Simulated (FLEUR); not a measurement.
# NbPd4 (R-3m) in FLEUR: band structure with LDA

Aim: the band structure of NbPd4 with LDA.

Program: FLEUR MaX-R8.1 (later development tree). These are calculated values, not measurements. Logs are shortened: lines on timing, memory, paths and dates and some standing lists are left out, and cuts for length are marked.

### 1 Starting point

It takes space group R-3m (No. 166, trigonal). Conventional cell: a = 2.835 Å, b = 2.835 Å, c = 34.486 Å, α = 90.00°, β = 90.00°, γ = 120.00°. Around Pd (site symmetry 3m) lie 3 Nb at 2.80 Å and 9 Pd at 2.84 Å. Pd (site symmetry 3m) is surrounded by 12 Pd at 2.82 to 2.84 Å. Nb (site symmetry -3m) is surrounded by 6 Pd at 2.80 Å and 6 Nb at 2.84 Å.

The cell comes from a database or a generator and needn't be the stable form of this composition.

### 2 Band structure, LDA

inp.xml reads:

```xml
<?xml version="1.0" encoding="UTF-8" standalone="no"?>
<fleurInput fleurInputVersion="0.39">
   <comment>
      NbPd4                                                                                               
   </comment>
   <calculationSetup>
      <cutoffs Kmax="4.1" Gmax="12.7" GmaxXC="12.7" numbands="0"/>
      <scfLoop itmax="60" minDistance="0.00001" maxIterBroyd="15" imix="Anderson" alpha="0.05" precondParam="0.0" spinf="2.0" sdNocoIR="T"/>
      <coreElectrons ctail="T" frcor="F" kcrel="0" coretail_lmax="0"/>
      <xcFunctional name="vwn" relativisticCorrections="F"/>
      <magnetism jspins="1"/>
      <soc l_soc="F" theta="0.0" phi="0.0" spav="F"/>
      <expertModes spex="0" secvar="F"/>
      <geometryOptimization l_f="F" forcealpha="1.0" forcemix="BFGS" epsdisp="0.00001" epsforce="0.00001"/>
      <ldaU l_linMix="F" mixParam="0.05" spinf="1.0"/>
   </calculationSetup>
   <cell>
      <bzIntegration valenceElectrons="85.0" mode="hist" fermiSmearingEnergy="0.00183747">
         <kPointListSelection listName="default-1"/>
         <!-- k-points included here -->
         <xi:include xmlns:xi="http://www.w3.org/2001/XInclude" href="kpts.xml"> </xi:include>
      </bzIntegration>
      <!-- symmetry operations included here -->
      <xi:include xmlns:xi="http://www.w3.org/2001/XInclude" href="sym.xml"> </xi:include>
[... 42 lines left out ...]
      </species>
   </atomSpecies>
   <atomGroups>
      <atomGroup species="Palladium (Pd)">
         <relPos label="                   1">-.3993790000 -.3993790000 -.3993790000</relPos>
         <relPos label="                   4">.3993790000 .3993790000 .3993790000</relPos>
         <force calculate="T" relaxXYZ="TTT"/>
      </atomGroup>
      <atomGroup species="Palladium (Pd)">
         <relPos label="                   2">.1999160000 .1999160000 .1999160000</relPos>
         <relPos label="                   3">-.1999160000 -.1999160000 -.1999160000</relPos>
         <force calculate="T" relaxXYZ="TTT"/>
      </atomGroup>
      <atomGroup species="Niobium (Nb)">
         <relPos label="                   5">.0000000000 .0000000000 .0000000000</relPos>
         <force calculate="T" relaxXYZ="TTT"/>
      </atomGroup>
   </atomGroups>
   <output dos="F" band="F" slice="F">
      <checks vchk="F" cdinf="F"/>
      <bandDOS minEnergy="-.5*Htr" maxEnergy="0.5*Htr" sigma="0.015" storeEVData="T"/>
      <vacuumDOS vacdos="F" integ="F" star="F" nstars="0" locx1="0.0" locy1="0.0" locx2="0.0" locy2="0.0" nstm="0" tworkf="0.0"/>
      <unfoldingBand unfoldBand="F" supercellX="1" supercellY="1" supercellZ="1"/>
      <plotting iplot="0" polar="F">
         <plot TwoD="T" vec1="  1.0  0.0  0.0" vec2="  0.0  1.0  0.0" vec3="  0.0  0.0  1.0" zero="  0.0  0.0  0.0" file="plot"/>
      </plotting>
      <chargeDensitySlicing numkpt="0" minEigenval="0.0" maxEigenval="0.0" nnne="0" pallst="F"/>
      <specialOutput eonly="F"/>
      <moessbauerParams electricFieldGradient="T" isomerShift="T" coreHyperfine="T" valenceHyperfine="T"/>
      <magneticCircularDichroism mcd="F" energyLo="-10.0" energyUp="0.0"/>
   </output>
  <!-- We include the file relax.xml here to enable relaxations (see documentation) -->
  <xi:include xmlns:xi="http://www.w3.org/2001/XInclude" href="relax.xml"> <xi:fallback/> </xi:include>
</fleurInput>
```

crystal.txt reads:

```
NbPd4
&input cartesian=F /
1.4176001398  0.8184518223  11.4952655238
-1.4176001398  0.8184518223  11.4952655238
0.0000000000  -1.6369036446  11.4952655238
1.8897261246
1.0 1.0 1.0

5
46 0.6006210000  0.6006210000  0.6006210000
46 0.1999160000  0.1999160000  0.1999160000
46 0.8000840000  0.8000840000  0.8000840000
46 0.3993790000  0.3993790000  0.3993790000
41 0.0000000000  0.0000000000  0.0000000000

&kpt div1=11 div2=11 div3=11 gamma=T /
```

inp.xml (bands) reads:

```
<?xml version="1.0" encoding="UTF-8" standalone="no"?>
<fleurInput fleurInputVersion="0.39">
   <comment>
      NbPd4                                                                                               
   </comment>
   <calculationSetup>
      <cutoffs Kmax="4.1" Gmax="12.7" GmaxXC="12.7" numbands="0"/>
      <scfLoop itmax="60" minDistance="0.00001" maxIterBroyd="15" imix="Anderson" alpha="0.05" precondParam="0.0" spinf="2.0" sdNocoIR="T"/>
      <coreElectrons ctail="T" frcor="F" kcrel="0" coretail_lmax="0"/>
      <xcFunctional name="vwn" relativisticCorrections="F"/>
      <magnetism jspins="1"/>
      <soc l_soc="F" theta="0.0" phi="0.0" spav="F"/>
      <expertModes spex="0" secvar="F"/>
      <geometryOptimization l_f="F" forcealpha="1.0" forcemix="BFGS" epsdisp="0.00001" epsforce="0.00001"/>
      <ldaU l_linMix="F" mixParam="0.05" spinf="1.0"/>
   </calculationSetup>
   <cell>
      <bzIntegration valenceElectrons="85.0" mode="hist" fermiSmearingEnergy="0.00183747">
         <kPointListSelection listName="path-1"/>
         <!-- k-points included here -->
         <xi:include xmlns:xi="http://www.w3.org/2001/XInclude" href="kpts.xml"> </xi:include>
      </bzIntegration>
      <!-- symmetry operations included here -->
      <xi:include xmlns:xi="http://www.w3.org/2001/XInclude" href="sym.xml"> </xi:include>
[... 42 lines left out ...]
      </species>
   </atomSpecies>
   <atomGroups>
      <atomGroup species="Palladium (Pd)">
         <relPos label="                   1">-.3993790000 -.3993790000 -.3993790000</relPos>
         <relPos label="                   4">.3993790000 .3993790000 .3993790000</relPos>
         <force calculate="T" relaxXYZ="TTT"/>
      </atomGroup>
      <atomGroup species="Palladium (Pd)">
         <relPos label="                   2">.1999160000 .1999160000 .1999160000</relPos>
         <relPos label="                   3">-.1999160000 -.1999160000 -.1999160000</relPos>
         <force calculate="T" relaxXYZ="TTT"/>
      </atomGroup>
      <atomGroup species="Niobium (Nb)">
         <relPos label="                   5">.0000000000 .0000000000 .0000000000</relPos>
         <force calculate="T" relaxXYZ="TTT"/>
      </atomGroup>
   </atomGroups>
   <output dos="F" band="T" slice="F">
      <checks vchk="F" cdinf="F"/>
      <bandDOS minEnergy="-.5*Htr" maxEnergy="0.5*Htr" sigma="0.015" storeEVData="T"/>
      <vacuumDOS vacdos="F" integ="F" star="F" nstars="0" locx1="0.0" locy1="0.0" locx2="0.0" locy2="0.0" nstm="0" tworkf="0.0"/>
      <unfoldingBand unfoldBand="F" supercellX="1" supercellY="1" supercellZ="1"/>
      <plotting iplot="0" polar="F">
         <plot TwoD="T" vec1="  1.0  0.0  0.0" vec2="  0.0  1.0  0.0" vec3="  0.0  0.0  1.0" zero="  0.0  0.0  0.0" file="plot"/>
      </plotting>
      <chargeDensitySlicing numkpt="0" minEigenval="0.0" maxEigenval="0.0" nnne="0" pallst="F"/>
      <specialOutput eonly="F"/>
      <moessbauerParams electricFieldGradient="T" isomerShift="T" coreHyperfine="T" valenceHyperfine="T"/>
      <magneticCircularDichroism mcd="F" energyLo="-10.0" energyUp="0.0"/>
   </output>
  <!-- We include the file relax.xml here to enable relaxations (see documentation) -->
  <xi:include xmlns:xi="http://www.w3.org/2001/XInclude" href="relax.xml"> <xi:fallback/> </xi:include>
</fleurInput>
```

Potentials or basis: all-electron, FLAPW.

The run is started by

```console
$ inpgen -f crystal.txt -profile fastHighL
$ # inp.xml edited to the form shown
$ fleur_MPI
$ fleur_MPI   # second run, on inp.xml (bands)
```

The log of the run:

```text
Welcome to FLEUR        (www.flapw.de)
      MaX-Release 8.1          (www.max-centre.eu)

 ========== k-point set info ==========
 Selected k-point list: default-1
 k-point list type: mesh
 11 x 11 x 11
 Number of k points: 146

 ------------Calculation Setup---------------------------
 Number of MPI-tasks      :            1
 Number of PE/node        :            1
 Number of OMP-threads    :            1
 Most efficient MPI parallelization for:
           1           2          73         146
 Additional eigenvalue parallelization possible
 Number of basis functions:          827
 Approximate size of matrices (H+S) per k-point:         0.010 GB
 --------------------------------------------------------
 Iteration:     1   Distance:      16.53162339 me/bohr^3
 Iteration:     2   Distance:      12.81913668 me/bohr^3
 Iteration:     3   Distance:      12.39138981 me/bohr^3
 Iteration:     4   Distance:       6.49160370 me/bohr^3
 Iteration:     5   Distance:       4.52683810 me/bohr^3
 Iteration:     6   Distance:       3.38135228 me/bohr^3
 Iteration:     7   Distance:       1.41453281 me/bohr^3
 Iteration:     8   Distance:       2.29642185 me/bohr^3
 Iteration:     9   Distance:       0.59261506 me/bohr^3
 Iteration:    10   Distance:       0.33930942 me/bohr^3
[... 6 lines left out ...]
 Iteration:    17   Distance:       0.00761218 me/bohr^3
 Iteration:    18   Distance:       0.00560543 me/bohr^3
 Iteration:    19   Distance:       0.00173780 me/bohr^3
 Iteration:    20   Distance:       0.00083068 me/bohr^3
 Iteration:    21   Distance:       0.00084840 me/bohr^3
 Iteration:    22   Distance:       0.00019857 me/bohr^3
 Iteration:    23   Distance:       0.00005850 me/bohr^3
 Iteration:    24   Distance:       0.00003563 me/bohr^3
 Iteration:    25   Distance:       0.00002243 me/bohr^3
 Iteration:    26   Distance:       0.00000430 me/bohr^3

 ********************************************************************
 Run finished successfully
 Stop message:
   all done
 ********************************************************************
```

It took 34 min on 1 thread of Arm Neoverse V2, shared host; peak memory 0.37 GiB.

What came out:

```yaml
Free_energy: -652689.8866 eV
Band_gap_along_the_path: none (metal or under the smearing width)
Valence_electrons_inside_the_program's_atomic_spheres: Pd 16.72, 16.64; Nb 10.90 (radii Pd 2.45, Nb 2.45 bohr)
```

Levels at the corners of the path, in eV from the Fermi level:
```tsv
point	band 39	band 40	band 41	band 42	band 43	band 44	band 45	band 46	band 47	band 48
Γ	-1.60	-1.60	-0.95	-0.95	-0.26	-0.26	-0.26	0.15	0.59	0.59
L	-0.31	0.07	0.18	0.23	1.00	1.09	2.65	3.07	3.28	3.78
B1	-0.34	-0.34	0.29	0.41	0.53	0.60	2.63	5.55	5.69	5.99
B	-0.34	-0.34	0.29	0.41	0.53	0.60	2.63	5.55	5.69	5.99
Z	-1.46	-1.46	-1.14	-0.92	-0.92	-0.32	-0.32	0.60	0.60	1.11
Γ	-1.60	-1.60	-0.95	-0.95	-0.26	-0.26	-0.26	0.15	0.59	0.59
X	-0.34	-0.34	0.31	0.39	0.54	0.59	2.64	5.58	5.70	6.00
Q	-0.34	-0.34	0.31	0.39	0.54	0.59	2.64	5.58	5.70	6.00
F	-0.42	-0.39	0.07	0.17	1.07	2.07	2.63	2.68	3.25	3.78
P1	-0.36	-0.27	0.07	0.17	1.00	1.81	2.67	2.84	3.23	3.79
Z	-1.46	-1.46	-1.14	-0.92	-0.92	-0.32	-0.32	0.60	0.60	1.11
L	-0.31	0.07	0.18	0.23	1.00	1.09	2.65	3.07	3.28	3.78
P	-0.36	-0.27	0.07	0.17	1.00	1.81	2.67	2.84	3.23	3.79
```

Core levels (eV from the Fermi level):
```tsv
atom	levels
1 Pd	1s1/2 -24121.4, 2s1/2 -3521.3, 2p1/2 -3268.2, 2p3/2 -3109.0, 3s1/2 -633.7, 3p1/2 -533.7, 3p3/2 -506.0, 3d3/2 -328.2, 3d5/2 -322.7
2 Pd	1s1/2 -24120.7, 2s1/2 -3520.6, 2p1/2 -3267.5, 2p3/2 -3108.3, 3s1/2 -633.0, 3p1/2 -533.0, 3p3/2 -505.3, 3d3/2 -327.5, 3d5/2 -322.0
3 Pd	1s1/2 -24120.7, 2s1/2 -3520.6, 2p1/2 -3267.5, 2p3/2 -3108.3, 3s1/2 -633.0, 3p1/2 -533.0, 3p3/2 -505.3, 3d3/2 -327.5, 3d5/2 -322.0
4 Pd	1s1/2 -24121.4, 2s1/2 -3521.3, 2p1/2 -3268.2, 2p3/2 -3109.0, 3s1/2 -633.7, 3p1/2 -533.7, 3p3/2 -506.0, 3d3/2 -328.2, 3d5/2 -322.7
5 Nb	1s1/2 -18769.4, 2s1/2 -2622.5, 2p1/2 -2408.1, 2p3/2 -2312.5, 3s1/2 -433.9, 3p1/2 -353.2, 3p3/2 -337.7, 3d3/2 -194.5, 3d5/2 -191.6
```
